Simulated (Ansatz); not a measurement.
# SiCl2OF (SMILES [O][Si](F)(Cl)Cl): U-r2SCAN/cc-pVDZ

Aim: the electronic atomisation energy of SiCl2OF at U-r2SCAN/cc-pVDZ, from 5 runs. 

Program for the calculation: Ansatz 0.2.0.

73 further runs of the same task are left out: 9 that didn't finish, 64 set aside as unsound or not needed.

### Step 1. Starting point

SiCl2OF has 5 atoms, charge 0, and is taken as a doublet. As SMILES, `[O][Si](F)(Cl)Cl`. Geometry: relaxed at PBE0-D4/def2-TZVP.

Bond lengths: O1–Si2 1.643 Å, Si2–F3 1.574 Å, Si2–Cl4 2.012 Å, Si2–Cl5 2.011 Å. Angles: O1–Si2–F3 113.3°, O1–Si2–Cl4 105.6°, O1–Si2–Cl5 107.2°, F3–Si2–Cl4 108.3°, F3–Si2–Cl5 107.9°, Cl4–Si2–Cl5 114.8°.

### Step 2. The energy at U-r2SCAN/cc-pVDZ

Contents of run.yaml:

```yaml
crystal:
  periodic: [false, false, false]
  atoms:
    - symbol: O
      position_ang: [1.205200, -1.120900, 0.351000]
    - symbol: Si
      position_ang: [0.002000, -0.037300, 0.071900]
    - symbol: F
      position_ang: [-0.944500, 0.175500, 1.311100]
    - symbol: Cl
      position_ang: [-1.088600, -0.815800, -1.428500]
    - symbol: Cl
      position_ang: [0.875700, 1.725000, -0.347000]
basis:
  gaussian:
    orbitals: cc-pVDZ
magnetization:
  spin_polarized: true
  initial_magnetization: 1
hamiltonian:
  xc: {name: r2SCAN}
accuracy: high
output: {orbitals: {seedname: orbitals}}
```

Command:

```sh
$ ansatz run run.yaml --threads 1 --pin off --max-ram 3480MiB --events-out events.jsonl --progress --plain --runs-dir runs
```

The log of the run:

```text
Warning: RAYON_NUM_THREADS=1 ignored (pool sized by the plan → 1); use --threads N
Functional definition: r2SCAN
  name "r2SCAN"
  parameter k0 = 0.174
  parameter k1 = 0.065
  parameter a1 = 4.9479
  exchange = r2scan_x(k0 = k0, k1 = k1, a1 = a1)
  correlation = r2scan_c
1763 factors; integrals over basis functions are off by at most 3.0e-9 eV
mean field evaluation 1: about -37672.6971 eV, gradient 5.0e1 eV
mean field evaluation 2: about -37490.3299 eV, gradient 1.4e2 eV
mean field evaluation 4: about -37682.3675 eV, gradient 3.0e1 eV
mean field evaluation 8: about -37685.5830 eV, gradient 4.4e-1 eV
mean field evaluation 16: about -37685.6996 eV, gradient 4.1e-1 eV
mean field evaluation 32: about -37685.6729 eV, gradient 2.3e-1 eV
mean field -37685.74658882 eV, -1384.9256428228 hartree, gradient 2.4e-8 eV, S^2 0.753817; 3 other end points of the search recorded, 0 dependent functions left out
reference -37685.74659018 eV, -1384.9256428725 hartree; 33, 32 occupied and 49, 50 virtual orbitals, 1763 factors
Total energy: -37685.74659018 eV, -1384.9256428725 hartree
```

Run time: 52 s. Hardware: 1 thread of Arm Neoverse V2, shared host; peak memory 0.41 GiB.

### Step 3. The Cl atom, same level

Contents of molecule.yaml:

```yaml
crystal:
  periodic: [false, false, false]
  atoms:
    - {symbol: Cl, position_ang: [0.000000, 0.000000, 0.000000]}
basis:
  gaussian:
    orbitals: cc-pVDZ
total_charge: 0
magnetization:
  spin_polarized: true
  initial_magnetization: 1
hamiltonian:
  xc: r2scan
accuracy: high
```

Command:

```sh
$ ansatz run molecule.yaml --threads 1 --pin off --max-ram 3480MiB --events-out events.jsonl --progress --plain --runs-dir runs
```

The log of the run:

```text
Warning: RAYON_NUM_THREADS=1 ignored (pool sized by the plan → 1); use --threads N
[... 7 set-up lines as earlier in the session ...]
141 factors; integrals over basis functions are off by at most 3.0e-9 eV
mean field evaluation 1: about -12520.1266 eV, gradient 3.4e0 eV
mean field evaluation 2: about -12520.1967 eV, gradient 1.2e0 eV
mean field evaluation 4: about -12520.2049 eV, gradient 4.4e-1 eV
mean field evaluation 8: about -12520.2059 eV, gradient 3.2e-5 eV
mean field evaluation 16: about -12520.0136 eV, gradient 5.2e0 eV
mean field evaluation 32: about -12520.2059 eV, gradient 9.0e-5 eV
mean field evaluation 64: about -12520.2059 eV, gradient 4.0e-5 eV
mean field -12520.20591008 eV, -460.1090806952 hartree, gradient 2.4e-8 eV, S^2 0.753137; 8 other end points of the search recorded, 0 dependent functions left out
reference -12520.20591064 eV, -460.1090807156 hartree; 9, 8 occupied and 9, 10 virtual orbitals, 141 factors
Total energy: -12520.20591064 eV, -460.1090807156 hartree
```

It took 5.1 s on 1 thread of Arm Neoverse V2, shared host; peak memory 0.12 GiB.

### Step 4. The F atom at the same level

Contents of input.yaml:

```yaml
crystal:
  periodic: [false, false, false]
  atoms:
    - {symbol: F, position_ang: [0.000000, 0.000000, 0.000000]}
basis:
  gaussian: {orbitals: cc-pVDZ}
magnetization: {spin_polarized: true, initial_magnetization: 1}
accuracy: high
hamiltonian: {xc: r2scan}
```

Run the same way, it converges to -99.68613 Eh (log not shown).

### Step 5. The O atom at the same level

Contents of job.yaml:

```yaml
crystal:
  periodic: [false, false, false]
  atoms:
    - {symbol: O, position_ang: [0.000000, 0.000000, 0.000000]}
basis:
  gaussian:
    orbitals: cc-pVDZ
magnetization:
  spin_polarized: true
  initial_magnetization: 2
hamiltonian:
  xc: {name: r2SCAN}
accuracy: high
```

Run the same way, it converges to -75.03225 Eh (log not shown).

### Step 6. The Si atom, same level

Contents of job.yaml:

```yaml
crystal:
  periodic: [false, false, false]
  atoms:
    - {symbol: Si, position_ang: [0.000000, 0.000000, 0.000000]}
basis:
  gaussian:
    orbitals: cc-pVDZ
accuracy: high
magnetization:
  spin_polarized: true
  initial_magnetization: 2
hamiltonian:
  xc: r2scan
```

Run the same way, it converges to -289.33884 Eh (log not shown).

### Step 7. Outcome

Level: U-r2SCAN/cc-pVDZ.

| quantity | value |
| --- | --- |
| molecule: total energy | -1384.92564 Eh |
| molecule: HOMO energy (highest over α and β) | -8.38 eV |
| molecule: LUMO energy (lowest over α and β) | -6.61 eV |
| molecule: ⟨S²⟩ | 0.754 |
| Cl atom: total energy | -460.10908 Eh |
| Cl atom: ⟨S²⟩ | 0.753 |
| F atom: total energy | -99.68613 Eh |
| F atom: ⟨S²⟩ | 0.751 |
| O atom: total energy | -75.03225 Eh |
| O atom: ⟨S²⟩ | 2.003 |
| Si atom: total energy | -289.33884 Eh |
| Si atom: ⟨S²⟩ | 2.007 |
| electronic atomisation energy | 17.694 eV |

What this shows: Taking the molecule apart into free atoms costs 17.69 eV (408 kcal/mol), before zero-point energy and without spin-orbit coupling.
